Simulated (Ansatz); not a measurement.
# Sb: pressure up to the limit of the methods

Aim: compress Sb (diamond type) step by step, far beyond the usual range, and follow pressure and electronic structure. Methods of the runs shown: PAW. Its runs: cell relaxed at zero pressure (PAW); volume scaled by 1 (PAW); volume scaled by 0.9 (PAW); volume scaled by 0.8 (PAW); volume scaled by 0.7 (PAW); volume scaled by 0.6 (PAW); volume scaled by 0.5 (PAW and PAW (cutoff 250 eV)); volume scaled by 0.4 (PAW and PAW (cutoff 1000 eV)).

Computed with Ansatz 0.2.0 (DFT, LDA, PAW with Ansatz's default frozen-core files, scalar-relativistic, unless a step's input says otherwise).

## (1) The system as given

It takes space group Fd-3m (No. 227, cubic). The conventional cell has a = 6.542 Å, b = 6.542 Å, c = 6.542 Å, α = 90.00°, β = 90.00°, γ = 90.00°. Around Sb (site symmetry -43m) lie 4 Sb at 2.83 Å.

As a file:

```cif
data_structure
_symmetry_space_group_name_H-M 'Fd-3m:1'
_symmetry_Int_Tables_number 227
_cell_length_a 6.5421
_cell_length_b 6.5421
_cell_length_c 6.5421
_cell_angle_alpha 90.000
_cell_angle_beta 90.000
_cell_angle_gamma 90.000
_cell_volume 280.00
loop_
_atom_site_label
_atom_site_type_symbol
_atom_site_symmetry_multiplicity
_atom_site_Wyckoff_symbol
_atom_site_fract_x
_atom_site_fract_y
_atom_site_fract_z
_atom_site_occupancy
Sb1 Sb 8 b 0.00000 0.50000 0.00000 1
```

The file gives the conventional cell by its symmetry; the runs use the cell typed in the input.

Whether this phase is the stable one at these pressures isn't tested.

Atoms are numbered in the order of the input: Sb1, Sb2.

## (2) Cell relaxed at zero pressure, PAW

Input file input.yaml:

```yaml
crystal:
  lattice:
    - [0.0, 3.2710663102, 3.2710663102]
    - [3.2710663102, 0.0, 3.2710663102]
    - [3.2710663102, 3.2710663102, 0.0]
  atoms:
    - { symbol: Sb, position: [-0.125, -0.125, -0.125] }
    - { symbol: Sb, position: [0.125, 0.125, 0.125] }
kpoints:
  mp_grid: { grid: [10, 10, 10] }
scf:
  occupations: { method: fermi_dirac, width: 0.1 }
hamiltonian:
  xc: lda
  pseudopotentials: { kind: paw }
output:
  forces: true
  stress: true
relax:
  f_tol: 0.005
  max_steps: 40
  cell: {}
```

Launch:

```
> ansatz run input.yaml --threads 1 --pin off --max-ram 2048MiB --backend cpu --events-out ev --progress --plain --runs-dir out
```

After this run come: Volume scaled by 1, PAW; Volume scaled by 0.9, PAW; Volume scaled by 0.8, PAW; Volume scaled by 0.7, PAW; Volume scaled by 0.6, PAW; Volume scaled by 0.5, PAW; Volume scaled by 0.5, PAW (cutoff 250 eV); Volume scaled by 0.4, PAW; Volume scaled by 0.4, PAW (cutoff 1000 eV).

Before running it: what results should come out? Wanted: PAW pressure at 0.4 of the volume; fitted bulk modulus at zero pressure.

As calculated:

```
                                          quantity      value
                 PAW pressure at 0.4 of the volume  237.2 GPa
PAW (cutoff 1000 eV) pressure at 0.4 of the volume  237.1 GPa
        fitted bulk modulus at zero pressure (PAW)     35 GPa
                           its pressure derivative       4.25
```

**Reading.** At 0.4 of the starting volume PAW gives 237 GPa. One third-order Birch-Murnaghan curve follows these points (B₀ = 35 GPa, B′ = 4.25, misfit at most 0.21 GPa). A fit over so wide a range leans to the high pressures, so B₀ can be off by several per cent. No all-electron run checks these rows here, and frozen cores can fail under such compression. The ions are at rest, and the electrons smeared by 0.1 eV. Spin-orbit coupling is left out, though the cell holds Sb; in elements this heavy it can shift bands and gaps by tenths of an eV.
